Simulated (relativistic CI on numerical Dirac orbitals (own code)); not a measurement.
# Xe¹⁶⁺: how the levels respond to the fine-structure constant and the nuclear radius

Aim: the factor q = dE/dx of each excitation energy, x = (α/α0)² − 1, by finite differences, and the field-shift factor by the mean square nuclear radius, for the lowest 30 levels.

The numbers are computed with relativistic CI on numerical Dirac orbitals (own code) version 4 (Dirac-Coulomb-Breit CI, KLI orbitals optimised for each configuration, derivatives by finite differences), except any that are marked as measured or tabulated.

## Step 1: The system

```
ion                 : Xe¹⁶⁺ (Xe XVII)
nuclear charge      : 54
electrons           : 38
isotope             : A = 132
first configuration : [Kr] 4d2
```

Outer shells as boxes (Hund's rule):

[Kr] 4d2
```
[Kr] core
4d [↑ ][↑ ][  ][  ][  ]
```

## Step 2: Levels and derivatives

Input settings:

```ini
atom Xe  Z=54  charge=16  electrons=38
nucleus A=132  rms_radius_fm=4.7859
hamiltonian dirac-coulomb  breit=on  qed=off  c_scale=1
orbitals kli  potential=per-configuration
slater_scale 1
correlation none
mixing on
configurations
  [Kr] 4d2
  [Ar] 3d10 4s2 4p5 4d3
  [Kr] 4d 4f
  [Kr] 4d 5s
  [Kr] 4d 5p
  [Ar] 3d10 4s 4p6 4d2 4f
  [Kr] 4f2
  [Ar] 3d10 4s 4p6 4f3
end
derivatives alpha2 +-0.01 radius +-1%
```

Started as:

```console
> python run_levels.py task.json out
```

The settings of every run stand in task.json; they run in order.

Q: Predict the outcome of this session. Wanted: lowest level; largest q in size, lowest 30 levels; largest K in size within the lowest configuration; largest field-shift factor among them.

**Answer**, as computed:

```
                                         quantity                                 value
                                     lowest level                               4d2 3F2
              largest q in size, lowest 30 levels  58840 cm⁻¹ (4p5 4d3 5F°5 + 3G° (ii))
largest K in size within the lowest configuration                        2.25 (4d2 3F3)
            largest field-shift factor among them     2.33 GHz/fm² (4p5 4d3 1G°4 + 5D°)
```

In words: Among these levels the largest q belongs to 4p5 4d3 5F°5 + 3G° (ii), a change of configuration. The fine-structure partner 3F3 has K = 2.25, close to the 2 of an interval that scales as α². K = 2q/E, the relative sensitivity of a level, hangs on the computed energy: between configurations that lie close it can be off by a factor of several.
